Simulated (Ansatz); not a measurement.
# C4H5BO2S: a ladder of functionals and wavefunction methods

One table from this session's results is given with a row withheld; the runs are named, their logs left out.

Computed with Ansatz 0.2.0, Gaussian basis. Level: functionals in def2-TZVPP, the program's frozen cores in correlated methods.

Levels to be run: PBE-D4, r2SCAN-D4, PBE0-D4, B3LYP-D4, ωB97X-V, ωB97M-V, B2PLYP; CCSD(T)/def2-TZVPP; MP2/def2-QZVPP; extrapolation to the limit.

## The relaxed structure

The geometry comes from an earlier relaxation with PBE0-D4 in a triple-zeta def2 set; it is a stationary point, not always the lowest conformer.

SMILES `OB(O)c1cccs1`, 13 atoms, charge 0, spin multiplicity 1.

Atoms are counted from 1 here; the program's logs count them from 0.

Bond lengths: O1–B2 1.368 Å, O1–H9 0.958 Å, B2–O3 1.361 Å, B2–C4 1.550 Å, O3–H10 0.961 Å, C4–C5 1.376 Å, C4–S8 1.714 Å, C5–C6 1.410 Å, C5–H11 1.084 Å, C6–C7 1.367 Å, C6–H12 1.082 Å, C7–S8 1.697 Å, C7–H13 1.080 Å. Angles: B2–O1–H9 114.0°, O1–B2–O3 118.2°, O1–B2–C4 123.1°, O3–B2–C4 118.7°, B2–O3–H10 112.2°, B2–C4–C5 129.2°, B2–C4–S8 121.2°, C5–C4–S8 109.5°, C4–C5–C6 113.9°, C4–C5–H11 123.4°, C6–C5–H11 122.7°, C5–C6–C7 111.8°, C5–C6–H12 124.5°, C7–C6–H12 123.7°, C6–C7–S8 111.6°, C6–C7–H13 127.7°, S8–C7–H13 120.6°, C4–S8–C7 93.1°.

Set-up of the first run:

The input, in.yaml:

```yaml
crystal:
  periodic: [false, false, false]
  atoms:
    - {symbol: O, position_ang: [-0.521238, 2.525898, 0.588319]}
    - {symbol: B, position_ang: [-0.792003, 1.231508, 0.938896]}
    - {symbol: O, position_ang: [-1.644567, 1.010402, 1.976591]}
    - {symbol: C, position_ang: [-0.174311, 0.011020, 0.210910]}
    - {symbol: C, position_ang: [0.702475, -0.017758, -0.849006]}
    - {symbol: C, position_ang: [1.059456, -1.318233, -1.260446]}
    - {symbol: C, position_ang: [0.445868, -2.277700, -0.503552]}
    - {symbol: S, position_ang: [-0.548722, -1.592344, 0.688700]}
    - {symbol: H, position_ang: [0.084849, 2.610832, -0.149081]}
    - {symbol: H, position_ang: [-1.971527, 1.829364, 2.358486]}
    - {symbol: H, position_ang: [1.087922, 0.875141, -1.328858]}
    - {symbol: H, position_ang: [1.736156, -1.538255, -2.075328]}
    - {symbol: H, position_ang: [0.535640, -3.349885, -0.595630]}
basis:
  gaussian: {orbitals: def2-TZVPP}
hamiltonian: {xc: pbe, dispersion: d4}
output: {forces: true, orbitals: {seedname: orbitals}}
```

The run is started by

```bash
ansatz run in.yaml --threads 2 --pin off --events-out ev --progress --plain --max-ram 22528MiB --backend cuda --devices 0, --max-vram 18GiB
```

Steps of the session up to this table: PBE-D4 (GGA); r2SCAN-D4 (meta-GGA); PBE0-D4 (hybrid); B3LYP-D4 (hybrid); ωB97X-V (range-separated); ωB97M-V (range-separated); B2PLYP (double hybrid); CCSD(T) in def2-TZVPP; MP2 in def2-QZVPP.

One table of the session follows, with a row left open; its other results are not shown here.

```
            method  atomisation energy (kcal/mol)
            PBE-D4                         1499.4
         r2SCAN-D4                         1458.1
           PBE0-D4                         1462.2
          B3LYP-D4                         1441.5
           ωB97X-V                         1443.1
           ωB97M-V                         1450.0
            B2PLYP                         1431.1
     HF/def2-TZVPP                              ?
    MP2/def2-TZVPP                         1455.9
   CCSD/def2-TZVPP                         1370.7
CCSD(T)/def2-TZVPP                         1401.5
           MP2/CBS                         1494.7
       CCSD(T)/CBS                         1440.4
```

Estimate the missing values for HF/def2-TZVPP.

As computed: atomisation energy (kcal/mol): 1036.5. In the column «atomisation energy (kcal/mol)» it is the lowest.

Caveats from the session: Free atoms (2 O, 1 B, 4 C, 1 S, 5 H) were run apart at each level; the atomisation energy is their sum less the molecule, without zero-point or spin-orbit terms.
